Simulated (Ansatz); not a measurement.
The system is BeB.

```
Be B
1.0
     1.35604    0.78291    2.17384
    -1.35604    0.78291    2.17384
     0.00000   -1.56582    2.17384
Be B
1 1
Direct
  0.75569 0.75569 0.75569
  0.01131 0.01131 0.01131
```

The cell was built by a generator and needn't be a form met in nature.

* Program: Ansatz 0.2.0
* Task: single point
* Functional: PBE
* Potentials or basis: all-electron LAPW, scalar-relativistic
* Cutoff: 344 eV (chosen from the basis error)
* Basis error allowed: 0.001 eV/atom
* k mesh: 12 × 12 × 12
* Occupations: fermi-dirac, width 0.05 eV
* Spin: no spin polarisation

On this cell: pressure 90.0 GPa; largest force 0.016 eV/Å; band gap on the k mesh none (metal or under the smearing width).

The same run follows on a disturbed copy (atoms moved at random, drawn with an rms of 0.05 Å):

```
Be B
1.0
     1.35604    0.78291    2.17384
    -1.35604    0.78291    2.17384
     0.00000   -1.56582    2.17384
Be B
1 1
Direct
  0.75533 0.74560 0.75435
  0.99596 0.02913 0.02151
```

Problem. What does the disturbed cell give?

Solution. The energy (extrapolated to zero smearing) moves by +29.6 meV/atom; pressure 91.1 GPa; largest force 1.551 eV/Å; band gap on the k mesh none (metal or under the smearing width).

Forces in eV/Å, atoms in the order of the input:
```
Be  -1.322 -0.035  0.811
B    1.322  0.035 -0.811
```

Stress tensor (GPa, compression positive):
```
106.46 -17.86  -9.35
-17.86 111.01  -0.68
 -9.35  -0.68  55.82
```

Caveats: a pressure of tens of GPa on the cell as given is suspect, and the run, the potentials or the cell itself is likely at fault (some runs); the cell as given lies far from equilibrium (some runs).
